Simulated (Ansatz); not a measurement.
# ZrBrN: a short molecular-dynamics run

A trajectory of ZrBrN, a randomly packed cell with 6 atoms that was not relaxed first: 60 steps of 0.5 fs under a Nosé-Hoover thermostat at 100 K.

All numbers below are computed with Ansatz 0.2.0 (DFT PBE, plane waves, PAW, scalar-relativistic, no spin polarisation).

**1. The system as given**

The cell holds 6 atoms (Br2N2Zr2): a = 5.066 Å, b = 5.863 Å, c = 4.561 Å, α = 87.59°, β = 85.80°, γ = 82.80°.

Structure file:

```
Br N Zr
1.0
     4.99229   -0.11957    0.84980
     0.67909    5.70064    1.19161
    -0.44132   -0.68803    4.48757
Br N Zr
2 2 2
Direct
  0.84363 0.05732 0.88942
  0.59820 0.48858 0.79006
  0.21255 0.29200 0.79608
  0.95440 0.09774 0.37766
  0.47457 0.93708 0.42655
  0.05411 0.54298 0.29181
```

**2. The run**

Input file input.yaml:

```yaml
crystal:
  lattice:
    - [4.992292, -0.119574, 0.8498]
    - [0.679088, 5.700644, 1.191606]
    - [-0.441318, -0.68803, 4.487575]
  atoms:
    - { symbol: Br, position: [0.843629, 0.057316, 0.889416] }
    - { symbol: Br, position: [0.598199, 0.488584, 0.790059] }
    - { symbol: "N", position: [0.212552, 0.292004, 0.796078] }
    - { symbol: "N", position: [0.954402, 0.097738, 0.377655] }
    - { symbol: Zr, position: [0.474573, 0.937076, 0.426549] }
    - { symbol: Zr, position: [0.054106, 0.542977, 0.291815] }
kpoints:
  mp_grid: { grid: [3, 3, 3] }
magnetization:
  spin_polarized: false
scf:
  occupations: { method: fermi_dirac, width: 0.1 }
hamiltonian:
  pseudopotentials: { kind: paw }
  xc: pbe
basis:
  ecutwfc: 420
md:
  timestep: 0.5
  n_steps: 60
  ensemble: nvt_nose_hoover
  temperature: 100.0
  initial_velocities: maxwell_boltzmann
  seed: 277557
```

Run with:

```
> ansatz run input.yaml --threads 2 --pin off --max-ram 2560MiB --backend cpu --events-out ev --progress --plain --runs-dir out
```

The log of the run (excerpt; [...] marks lines left out):

```text
Warning: md: disabling space-group detection — thermal motion breaks the input geometry's symmetry, so no spatial operation reduces the k-mesh or symmetrises the density; time reversal is kept, so that k and −k are solved as one point where they differ and the mesh holds both, and exact [...]
Warning: RAYON_NUM_THREADS=2 ignored (pool sized by the plan → 2); use --threads N
[...]
Pseudopotentials: kind: paw
Pseudopotential: Br, paw, valence charge 7, recommended cutoff 420 eV (normal), Br.paw.azcp
Pseudopotential: N, paw, valence charge 5, recommended cutoff 420 eV (normal), N.paw.azcp
Pseudopotential: Zr, paw, valence charge 12, recommended cutoff 420 eV (normal), Zr.paw.azcp
Functional definition: PBE
[...]
Crystal: 6 atoms, lattice volume = 133.974 Å³
Basis set: ecut = 420 eV, 2625 PW (Γ), exchange–correlation on 72×80×64 points (8 copies of the dense FFT grid, shifted against one another)
Bands: 30, of which v1, the nominal top of the filled ones, is band 24 counted from 1 (23 counted from 0)
Symmetry: 1 space group operations
k-points: 14 of 27 (time reversal used)
[...]
SCF iter   1: F=—  HF=-14695.625183 eV  |F-HF|=—  |Δ(HF+E_count)|=         —  Δρ=9.43e-3  dr2=2.21e-1  ethr=1.77e-3  ⟨swp⟩=5.4  Hψ=1772  notcnv=0
[...]
md step     0: t =     0.00 fs  T =   100.0 K  F+E_penalty+E_count = -14695.61190348 eV  E_kin = 0.064630 eV  conserved = -14695.54727348 eV  (9 SCF iters)
[...]
md step     5: t =     2.50 fs  T =    72.8 K  F+E_penalty+E_count = -14695.59431448 eV  E_kin = 0.047047 eV  conserved = -14695.54727180 eV  (2 SCF iters)
md step     6: t =     3.00 fs  T =    73.4 K  F+E_penalty+E_count = -14695.59467297 eV  E_kin = 0.047408 eV  conserved = -14695.54727154 eV  (2 SCF iters)
```

**3. The output, continued**

The log, continued (excerpt; [...] marks lines left out):

```text
md step     7: t =     3.50 fs  T =    75.9 K  F+E_penalty+E_count = -14695.59633393 eV  E_kin = 0.049072 eV  conserved = -14695.54727131 eV  (2 SCF iters)
[...]
md step    20: t =    10.00 fs  T =   294.3 K  F+E_penalty+E_count = -14695.73753312 eV  E_kin = 0.190222 eV  conserved = -14695.54727047 eV  (6 SCF iters)
[...]
md step    33: t =    16.50 fs  T =   843.5 K  F+E_penalty+E_count = -14696.10020262 eV  E_kin = 0.545174 eV  conserved = -14695.54727095 eV  (3 SCF iters)
[...]
md step    46: t =    23.00 fs  T =  1624.0 K  F+E_penalty+E_count = -14696.67465927 eV  E_kin = 1.049564 eV  conserved = -14695.54726300 eV  (3 SCF iters)
[...]
md step    59: t =    29.50 fs  T =  2400.2 K  F+E_penalty+E_count = -14697.45282529 eV  E_kin = 1.551220 eV  conserved = -14695.54721390 eV  (3 SCF iters)
[...]
md step    60: t =    30.00 fs  T =  2453.8 K  F+E_penalty+E_count = -14697.52201490 eV  E_kin = 1.585887 eV  conserved = -14695.54720726 eV  (8 SCF iters)
SCF converged after 8 iterations
Free energy (F): -14697.522015 eV
[...]
E sigma→0 (E₀):  -14697.414390 eV
Entropy (-TS):   -0.215249 eV (-35.875 meV/atom)
Fermi energy:    8.046247 eV
[...]
--- Forces (eV/Å), atoms counted from 1 ---
  atom   1  Br    -1.34708937    -1.99089804     0.37871684
  atom   2  Br     0.09302395     2.08982926    -0.18379901
  atom   3  N     -0.10450993     1.01554967    -1.46037574
  atom   4  N      2.15044465     0.17686940     0.12884170
  atom   5  Zr    -0.83971296     1.43218002     0.67982865
  atom   6  Zr     0.04786291    -2.72352648     0.45678291
[...]
--- MD trajectory: 60 steps, t = 0.0 → 30.0 fs ---
  final state: T = 2453.8 K   F+E_penalty+E_count = -14697.52201490 eV   E_kin = 1.585887 eV
  conserved energy: peak-to-peak 6.622e-5 eV (1.104e-5 eV/atom) over 30.0 fs
```

It took 46 s on 2 threads of Intel Xeon 6975P-C (Granite Rapids), shared host; peak memory 0.46 GiB.

**4. Frames and traces**

One step in 4; energies are changes from step 0; msd is the mean square displacement from the start, the centre of mass held:

```tsv
time (fs)	T (K)	potential energy change (meV/atom)	conserved energy change (meV/atom)	msd N (Å²)	msd Br (Å²)	msd Zr (Å²)
0.0	100	0.0	0.00	0.000	0.000	0.000
2.0	74	2.8	0.00	0.000	0.000	0.000
4.0	81	2.1	0.00	0.000	0.000	0.000
6.0	119	-2.1	0.00	0.001	0.000	0.000
8.0	191	-9.7	0.00	0.001	0.000	0.000
10.0	294	-20.9	0.00	0.001	0.000	0.000
12.0	430	-35.6	0.00	0.002	0.001	0.000
14.0	596	-53.8	0.00	0.004	0.001	0.001
16.0	791	-75.4	0.00	0.006	0.002	0.001
18.0	1010	-100.4	0.00	0.009	0.003	0.001
20.0	1248	-128.7	0.00	0.014	0.004	0.002
22.0	1497	-160.2	0.00	0.022	0.006	0.003
24.0	1750	-194.8	0.00	0.032	0.009	0.004
26.0	1998	-232.6	0.00	0.045	0.012	0.005
28.0	2234	-273.7	0.01	0.063	0.016	0.007
30.0	2454	-318.4	0.01	0.085	0.021	0.009
```

time (fs), T (K) and a bar:
```
      0.0        100 
      1.5         78 
      2.5         73 
      4.0         81 
      5.0         96 
      6.5        134 #
      8.0        191 #
      9.0        238 ##
     10.5        325 ###
     11.5        393 ####
     13.0        510 ######
     14.5        642 #######
     15.5        740 ########
     17.0        898 ##########
     18.5       1068 #############
     19.5       1187 ##############
     21.0       1372 ################
     22.0       1497 ##################
     23.5       1687 ####################
     25.0       1875 #######################
     26.0       1998 ########################
     27.5       2176 ###########################
     28.5       2290 ############################
     30.0       2454 ##############################
```

**5. Frames from the trajectory**

Positions (Å) and forces (eV/Å):

```xyz
6
Lattice="4.992 -0.120 0.850 0.679 5.701 1.192 -0.441 -0.688 4.488" Properties=species:S:1:pos:R:3:forces:R:3 pbc="T T T" time_fs=4.0 T=81 dE=0.0126
Br    3.856   -0.389    4.777   -0.119   -2.980    0.372
Br    2.969    2.169    4.633   -0.410    3.315   -0.346
N     0.905    1.093    4.104    0.454    1.239   -0.426
N     4.661    0.198    2.641    0.591   -0.561   -0.451
Zr    2.814    4.993    3.432   -0.425    1.255    1.043
Zr    0.516    2.887    2.004   -0.091   -2.268   -0.192
6
Lattice="4.992 -0.120 0.850 0.679 5.701 1.192 -0.441 -0.688 4.488" Properties=species:S:1:pos:R:3:forces:R:3 pbc="T T T" time_fs=7.5 T=170 dE=-0.0450
Br    3.854   -0.396    4.777   -0.180   -2.938    0.372
Br    2.969    2.174    4.630   -0.407    3.251   -0.342
N     0.907    1.105    4.103    0.462    1.261   -0.432
N     4.663    0.206    2.653    0.657   -0.511   -0.461
Zr    2.811    4.996    3.431   -0.422    1.261    1.056
Zr    0.520    2.883    2.006   -0.110   -2.324   -0.193
6
Lattice="4.992 -0.120 0.850 0.679 5.701 1.192 -0.441 -0.688 4.488" Properties=species:S:1:pos:R:3:forces:R:3 pbc="T T T" time_fs=11.0 T=358 dE=-0.1671
Br    3.852   -0.407    4.778   -0.281   -2.859    0.380
Br    2.968    2.183    4.626   -0.387    3.136   -0.335
N     0.912    1.128    4.098    0.453    1.287   -0.475
N     4.670    0.210    2.661    0.754   -0.449   -0.452
Zr    2.808    5.000    3.431   -0.423    1.262    1.055
Zr    0.525    2.877    2.007   -0.116   -2.378   -0.173
6
Lattice="4.992 -0.120 0.850 0.679 5.701 1.192 -0.441 -0.688 4.488" Properties=species:S:1:pos:R:3:forces:R:3 pbc="T T T" time_fs=15.0 T=690 dE=-0.3853
Br    3.849   -0.425    4.780   -0.442   -2.729    0.399
Br    2.965    2.199    4.621   -0.343    2.953   -0.323
N     0.923    1.167    4.087    0.416    1.308   -0.575
N     4.687    0.210    2.666    0.911   -0.358   -0.415
Zr    2.803    5.007    3.434   -0.435    1.264    1.033
Zr    0.530    2.865    2.008   -0.107   -2.439   -0.118
6
Lattice="4.992 -0.120 0.850 0.679 5.701 1.192 -0.441 -0.688 4.488" Properties=species:S:1:pos:R:3:forces:R:3 pbc="T T T" time_fs=19.0 T=1127 dE=-0.6850
Br    3.846   -0.448    4.783   -0.641   -2.563    0.421
Br    2.963    2.221    4.616   -0.276    2.732   -0.304
N     0.938    1.221    4.070    0.341    1.302   -0.734
N     4.713    0.206    2.666    1.129   -0.244   -0.341
Zr    2.797    5.017    3.438   -0.471    1.274    0.983
Zr    0.535    2.849    2.009   -0.082   -2.500   -0.024
6
Lattice="4.992 -0.120 0.850 0.679 5.701 1.192 -0.441 -0.688 4.488" Properties=species:S:1:pos:R:3:forces:R:3 pbc="T T T" time_fs=22.5 T=1561 dE=-1.0114
Br    3.842   -0.472    4.786   -0.840   -2.394    0.434
Br    2.960    2.244    4.611   -0.194    2.523   -0.278
N     0.954    1.278    4.049    0.237    1.255   -0.924
N     4.746    0.200    2.663    1.379   -0.126   -0.238
Zr    2.792    5.026    3.443   -0.534    1.299    0.910
Zr    0.539    2.833    2.010   -0.049   -2.556    0.096
6
Lattice="4.992 -0.120 0.850 0.679 5.701 1.192 -0.441 -0.688 4.488" Properties=species:S:1:pos:R:3:forces:R:3 pbc="T T T" time_fs=26.0 T=1998 dE=-1.3957
Br    3.836   -0.498    4.789   -1.061   -2.209    0.429
Br    2.957    2.270    4.605   -0.082    2.315   -0.242
N     0.971    1.344    4.021    0.096    1.162   -1.158
N     4.789    0.193    2.659    1.694    0.008   -0.092
Zr    2.786    5.037    3.449   -0.641    1.345    0.813
Zr    0.543    2.813    2.010   -0.006   -2.621    0.250
6
Lattice="4.992 -0.120 0.850 0.679 5.701 1.192 -0.441 -0.688 4.488" Properties=species:S:1:pos:R:3:forces:R:3 pbc="T T T" time_fs=30.0 T=2454 dE=-1.9101
Br    3.829   -0.531    4.794   -1.347   -1.991    0.379
Br    2.954    2.302    4.599    0.093    2.090   -0.184
N     0.991    1.426    3.980   -0.105    1.016   -1.460
N     4.852    0.186    2.653    2.150    0.177    0.129
Zr    2.778    5.051    3.456   -0.840    1.432    0.680
Zr    0.547    2.788    2.012    0.048   -2.724    0.457
```

**6. Outcome**

| quantity | value |
| --- | --- |
| length | 60 steps of 0.5 fs |
| temperature, first and last step | 100 and 2454 K |
| temperature, second half | mean 1564 K, from 690 to 2454 K |
| potential energy, second half | -177 meV/atom from the start |
| largest change of the conserved energy | 0.01 meV/atom |
| mean square displacement, second half | N 0.031, Br 0.008, Zr 0.004 Å² |

Against a set 100 K the second half averages 1564 K, going from 690 to 2454 K over that half; the potential energy of that half lies 177 meV/atom under the start, so the atoms have moved to lower-lying arrangements, and the energy set free heats the cell. The conserved energy strays from its start by at most 0.01 meV/atom, under 0.1 % of the mean kinetic energy, which is good for a step of 0.5 fs. Over the second half N atoms stand 0.2 Å (root mean square) from where they began, and the farthest move is 0.4 Å. A run of 30 fs with 6 atoms shows the motion but fixes no equilibrium value. The k-mesh is coarse for this cell.
